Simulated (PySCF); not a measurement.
# [Pb(NC)]+: forces at shaken geometries

How stiff is [Pb(NC)]+? Its atoms are displaced at random by several amounts. It is a constructed species; whether it can be made isn't addressed.

Method: r2SCAN, Pb def2-SVP with ECP60, N def2-SVP, C def2-SVP; scalar-relativistic core potentials, no spin–orbit coupling; program: PySCF 2.14.0.

## (1) The system as given

3 atoms, charge 1, spin multiplicity 1.

Bond lengths: Pb1–N2 2.124 Å, N2–C3 1.202 Å. Angles: Pb1–N2–C3 180.0°.

Coordinates:

```
Pb    0.0000    0.0000   -0.1975
N     0.0000    0.0000    1.9267
C     0.0000    0.0000    3.1285
```

Formal oxidation states: Pb +2. An earlier session relaxed this geometry at r2SCAN, Pb def2-SVP with ECP60, N def2-SVP, C def2-SVP (singlet, point group C∞v).

Its energy there is -285.371249 Eh.

## (2) Atoms moved at random, σ = 0.1 Å

run.py (the lines that set the calculation) reads:

```python
mol = gto.M(atom='''
Pb    -0.02306     0.02524    -0.13908
N      0.02188    -0.00726     1.84493
C      0.00117    -0.01798     3.15194''',
    basis={'Pb': 'def2-SVP', 'N': 'def2-SVP', 'C': 'def2-SVP'},
    ecp={'Pb': 'def2-SVP'},
    charge=1, spin=0)
mf = dft.RKS(mol, xc='R2SCAN')
mf.grids.atom_grid = (50, 194)
mf = mf.density_fit()  # fitting sets: Pb def2-universal-JKFIT, N def2-universal-JKFIT, C def2-universal-JKFIT
mf.conv_tol = 1e-08; mf.max_cycle = 55
mf.kernel(dm0)  # dm0: the density of the relaxed state
```

The run is started by

```sh
> OMP_NUM_THREADS=2 python run.py
```

## (3) Atoms moved at random, σ = 0.03 Å

Edit run.py (the lines that set the calculation) of step 2 so:

```diff
@@ -1,5 +1,5 @@
 mol = gto.M(atom='''
-Pb    -0.02306     0.02524    -0.13908
-N      0.02188    -0.00726     1.84493
-C      0.00117    -0.01798     3.15194''',
+Pb    -0.02869    -0.04745    -0.22937
+N      0.01039     0.04807     1.94403
+C      0.01830    -0.00061     3.14312''',
     basis={'Pb': 'def2-SVP', 'N': 'def2-SVP', 'C': 'def2-SVP'},
```

## (4) Atoms moved at random, σ = 0.03 Å

Edit run.py (the lines that set the calculation) of step 3 so:

```diff
@@ -1,5 +1,5 @@
 mol = gto.M(atom='''
-Pb    -0.02869    -0.04745    -0.22937
-N      0.01039     0.04807     1.94403
-C      0.01830    -0.00061     3.14312''',
+Pb     0.03174    -0.01752    -0.17091
+N     -0.01610    -0.01750     1.92639
+C     -0.01564     0.03501     3.10230''',
     basis={'Pb': 'def2-SVP', 'N': 'def2-SVP', 'C': 'def2-SVP'},
```

**Question.** What will these runs give? Wanted: for each run, σ; energy rise; harmonic estimate −½ F·u; largest force component.

As calculated:

| σ (Å) | energy rise (eV) | harmonic estimate −½ F·u (eV) | largest force component (eV/Å) |
| --- | --- | --- | --- |
| 0.03 | 0.022 | 0.022 | 0.90 |
| 0.03 | 0.038 | 0.038 | 2.60 |
| 0.1 | 0.612 | 0.585 | 10.11 |

Every displacement raises the energy. For a harmonic well the rise equals −½ F·u; at σ = 0.1 Å the two differ by 4 %, from anharmonicity and the small forces left at the relaxed point. These are double-zeta-type bases without diffuse functions. Spin–orbit coupling is left out.
